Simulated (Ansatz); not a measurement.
RuSe:

```xyz
2
Lattice="3.1877 0.0000 0.0000 0.0000 3.1877 0.0000 0.0000 0.0000 3.1877" Properties=species:S:1:pos:R:3 pbc="T T T"
Ru    0.0000    0.0000    0.0000
Se    1.5938    1.5938    1.5938
```

The cell comes from a database or a generator and needn't be the stable form of this composition.

```yaml
Program: Ansatz 0.2.0
Task: relaxation of cell and atoms
Functional: revPBE
Potentials_or_basis: Ansatz PAW
Cutoff: "420 eV (not typed: the program's choice for these potentials)"
k_mesh: 8 × 8 × 8
Occupations: fermi-dirac, width 0.05 eV
Spin: no spin polarisation
```

At the start: volume 16.20 Å³/atom.

Q: Where does the relaxation end?

A: It ends after 5 steps and the volume is 15.51 Å³/atom (-4.3 %); space group Pm-3m (No. 221, to 0.05 Å).

The path:
```tsv
step	energy change (eV)	largest force (eV/Å)	volume (Å³)
1	0.0000	0.0000	32.39
2	-0.0292	0.0000	31.14
3	-0.0295	0.0000	31.00
4	-0.0295	0.0000	31.01
5	-0.0291	0.0000	31.01
```

Final structure:
```cif
data_structure
_symmetry_space_group_name_H-M 'P 1'
_symmetry_Int_Tables_number 1
_cell_length_a 3.1418
_cell_length_b 3.1418
_cell_length_c 3.1418
_cell_angle_alpha 90.000
_cell_angle_beta 90.000
_cell_angle_gamma 90.000
_cell_volume 31.01
loop_
_atom_site_label
_atom_site_type_symbol
_atom_site_fract_x
_atom_site_fract_y
_atom_site_fract_z
_atom_site_occupancy
Ru1 Ru 0.00000 0.00000 0.00000 1
Se1 Se 0.50000 0.50000 0.50000 1
```

Caveat: the plane-wave basis is chosen anew once the cell has moved, so the energies of steps on either side of that aren't comparable; the PAW data sets come from PBE, with cores solved anew for the run's functional, which leaves a small shift of forces and pressure.
